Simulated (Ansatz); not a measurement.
# C3H8Si2: a ladder of functionals and wavefunction methods

One table from this session's results is given with a row withheld; the runs are named, their logs left out.

Program: Ansatz 0.2.0, Gaussian basis. Level of theory: functionals in def2-TZVPP, the program's frozen cores in correlated methods. These are calculated values, not measurements.

Levels to be run: PBE-D4, r2SCAN-D4, PBE0-D4, B3LYP-D4, ωB97X-V, ωB97M-V, B2PLYP; CCSD(T)/def2-TZVPP; MP2/def2-QZVPP; extrapolation to the limit.

**The relaxed structure**

The geometry comes from an earlier relaxation with PBE0-D4 in a triple-zeta def2 set; it is a stationary point, not always the lowest conformer.

13 atoms, charge 0, spin multiplicity 1.

Atoms are counted from 1 here; the program's logs count them from 0.

Bond lengths: C1–C2 1.203 Å, C1–H6 1.064 Å, C2–C3 1.441 Å, C3–Si4 1.892 Å, C3–Si5 1.892 Å, C3–H7 1.098 Å, Si4–H8 1.484 Å, Si4–H9 1.487 Å, Si4–H10 1.484 Å, Si5–H11 1.484 Å, Si5–H12 1.484 Å, Si5–H13 1.487 Å. Angles: C2–C1–H6 179.2°, C1–C2–C3 177.2°, C2–C3–Si4 109.8°, C2–C3–Si5 109.8°, C2–C3–H7 110.6°, Si4–C3–Si5 112.0°, Si4–C3–H7 107.3°, Si5–C3–H7 107.3°, C3–Si4–H8 109.9°, C3–Si4–H9 109.0°, C3–Si4–H10 109.3°, H8–Si4–H9 109.5°, H8–Si4–H10 109.8°, H9–Si4–H10 109.4°, C3–Si5–H11 109.3°, C3–Si5–H12 109.9°, C3–Si5–H13 109.0°, H11–Si5–H12 109.8° and more.

The first run:

in.yaml

```yaml
crystal:
  periodic: [false, false, false]
  atoms:
    - {symbol: C, position_ang: [-2.063453, 1.568256, 0.044518]}
    - {symbol: C, position_ang: [-1.065916, 0.957246, -0.235442]}
    - {symbol: C, position_ang: [0.125263, 0.193037, -0.509196]}
    - {symbol: Si, position_ang: [1.460432, 0.609529, 0.765271]}
    - {symbol: Si, position_ang: [-0.287696, -1.653445, -0.527099]}
    - {symbol: H, position_ang: [-2.944909, 2.116041, 0.278792]}
    - {symbol: H, position_ang: [0.527711, 0.446932, -1.498294]}
    - {symbol: H, position_ang: [1.753501, 2.064162, 0.731554]}
    - {symbol: H, position_ang: [2.695418, -0.152460, 0.439075]}
    - {symbol: H, position_ang: [0.985692, 0.224419, 2.117416]}
    - {symbol: H, position_ang: [-0.773798, -2.061052, 0.814400]}
    - {symbol: H, position_ang: [-1.333550, -1.926495, -1.544247]}
    - {symbol: H, position_ang: [0.941605, -2.420872, -0.861847]}
basis:
  gaussian: {orbitals: def2-TZVPP}
hamiltonian: {xc: pbe, dispersion: d4}
output: {forces: true, orbitals: {seedname: orbitals}}
```

The run is started by

```sh
$ ansatz run in.yaml --threads 4 --pin off --events-out ev --progress --plain --max-ram 10444MiB
```

Among the steps run: PBE-D4 (GGA); r2SCAN-D4 (meta-GGA); PBE0-D4 (hybrid); B3LYP-D4 (hybrid); ωB97X-V (range-separated); ωB97M-V (range-separated); B2PLYP (double hybrid); CCSD(T) in def2-TZVPP; MP2 in def2-QZVPP.

One table of the session follows, with a row left open; its other results are not shown here.

| method | atomisation energy (kJ/mol) |
| --- | --- |
| PBE-D4 | 4747.3 |
| r2SCAN-D4 | 4707.7 |
| PBE0-D4 | 4699.3 |
| B3LYP-D4 | 4707.5 |
| ωB97X-V | 4720.6 |
| ωB97M-V | ? |
| B2PLYP | 4656.3 |
| HF/def2-TZVPP | 3538.4 |
| MP2/def2-TZVPP | 4639.6 |
| CCSD/def2-TZVPP | 4529.4 |
| CCSD(T)/def2-TZVPP | 4592.3 |
| MP2/CBS | 4753.2 |
| CCSD(T)/CBS | 4705.9 |

**Question.** Estimate the row for ωB97M-V.

The run gave: atomisation energy (kJ/mol): 4715.7. In the column «atomisation energy (kJ/mol)» it lies between r2SCAN-D4 (4707.7) and ωB97X-V (4720.6).
